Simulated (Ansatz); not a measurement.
Task: an active-space calculation of Br₂GaH, SMILES [Br][GaH][Br], with the Ansatz DFT code, driven from Python. Give the script and its output. Use: Hartree-Fock, def2-SVP basis, multiplicity 1.

```xyz
4

Br   -2.0058    0.1541   -0.5944
Ga    0.1374    0.0987   -0.1391
Br    1.0779   -1.6505    0.9063
H     0.8460    1.3373   -0.1931
```

Script `br2gah.py`:
```python
import ansatz as az

GEOMETRY = """
Br   -2.00580    0.15410   -0.59440
Ga    0.13740    0.09870   -0.13910
Br    1.07790   -1.65050    0.90630
H     0.84600    1.33730   -0.19310
"""

geometry = az.Crystal.molecule()
for line in GEOMETRY.strip().splitlines():
    symbol, *xyz = line.split()
    geometry = geometry.atom(symbol, [float(v) for v in xyz])

setup = geometry.calculation()
setup = setup.basis(gaussian="def2-SVP")
setup = setup.correlation(active_electrons=4, active_orbitals=4)
for method in [None]:
    summary = (setup if method is None else setup.correlation(method)).run().report
    space = summary["configurations"]
    state = space["states"][0]
    print(method or "casscf", f"total {summary['free_energy_ev'] / 27.211386246:.6f} Ha, active-space state {state['energy']['hartree']:.6f} Ha, mean field {summary['reference_energy_ev'] / 27.211386246:.6f} Ha")
    print("  determinants", state["n_determinants"], " natural occupations", [round(n, 3) for n in space["natural_occupations"]])
```

```console
$ python br2gah.py
casscf total -7067.920312 Ha, active-space state -7067.920312 Ha, mean field -7067.894272 Ha
  determinants 36  natural occupations [1.985, 1.98, 0.018, 0.016]
```

These settings explore the input space; basis and method may be short of convergence. The geometry is a force-field or estimated start, not a minimum of this method, and the basis set is short of its limit. The active space starts as a window about the frontier orbitals and is then optimised, not chosen by chemistry. Hardware and time: 66 s on 1 thread of Intel(R) Xeon(R) Platinum 8259CL CPU @ 2.50GHz (Skylake/Cascade Lake), on a shared host, peak memory 0.5 GiB.

(Lines on the test bed's own set-up are left out of the output.)
